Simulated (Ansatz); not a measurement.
**SiGeCl (doublet): from Hartree-Fock to the top rungs, cc-pVDZ**

An exercise on one series of results from a longer session: the logs are not shown, and one member is left open.

Program: Ansatz 0.2.0, Gaussian basis. Level of theory: cc-pVDZ, core rule «outside noble gas», up to 24 orbitals frozen. These are calculated values, not measurements.

The runs, in order: UHF; CCSD(T) on ROHF; BCCD(T) on ROHF; CISD; CCSDT(Q) on ROHF; CCSDT(Q) on UHF; CASSCF and NEVPT2, 13 electrons in 11 orbitals.

31 further runs of the same task are left out: 15 that didn't finish, 16 set aside as unsound or not needed.

### The system

The geometry is a PBE0/def2-TZVP stationary point (not a proven minimum) of the parent state, kept for this charge and spin. No spin-orbit coupling is included. The filled d shell of Ge may be among the frozen orbitals whatever the setting's name suggests; the logs give the count.

3 atoms, charge 0, spin multiplicity 2.

Atoms are counted from 1 here; the program's logs count them from 0.

Bond lengths: Cl1–Si2 2.079 Å, Si2–Ge3 2.394 Å. Angles: Cl1–Si2–Ge3 111.9°.

The first run:

File in.yaml:

```yaml
crystal:
  periodic: [false, false, false]
  atoms:
    - {symbol: Cl, position_ang: [0.000000, -0.422560, 2.298070]}
    - {symbol: Si, position_ang: [0.000000, 0.938299, 0.726778]}
    - {symbol: Ge, position_ang: [0.000000, -0.156547, -1.402607]}
basis:
  gaussian: {orbitals: cc-pVDZ}
magnetization: {spin_polarized: true, initial_magnetization: 1}
hamiltonian: {xc: hf}
output: {orbitals: {seedname: orbitals}}
```

The run is started by

```bash
ansatz run in.yaml --threads 1 --pin off --events-out ev --progress --plain --max-ram 2393MiB
```

Steps of the session up to this table: UHF; CCSD(T) on ROHF; BCCD(T) on ROHF; CISD; CCSDT(Q) on ROHF; CCSDT(Q) on UHF; CASSCF and NEVPT2, 13 electrons in 11 orbitals.

One of the session's tables, all rows but one given; the rest of the session is left out.

```
        method  from RCCSDT(Q) (kJ/mol)
          ROHF                        ?
          RMP2                   +147.4
          CISD                   +137.7
         RCCSD                    +38.1
      RCCSD(T)                     +9.1
       BCCD(T)                     +9.1
        RCCSDT                     +3.3
     RCCSDT(Q)                        0
CASSCF valence                   +667.1
NEVPT2 valence                   +130.2
```

**Question.** Estimate the row for ROHF.

**Answer.** from RCCSDT(Q) (kJ/mol): +845.6. In the column «from RCCSDT(Q) (kJ/mol)» it is the highest.

Not comparable, so not listed: CCSDT(Q) on UHF (they don't share determinant, frozen orbitals or solution with the rows shown, or repeat one).
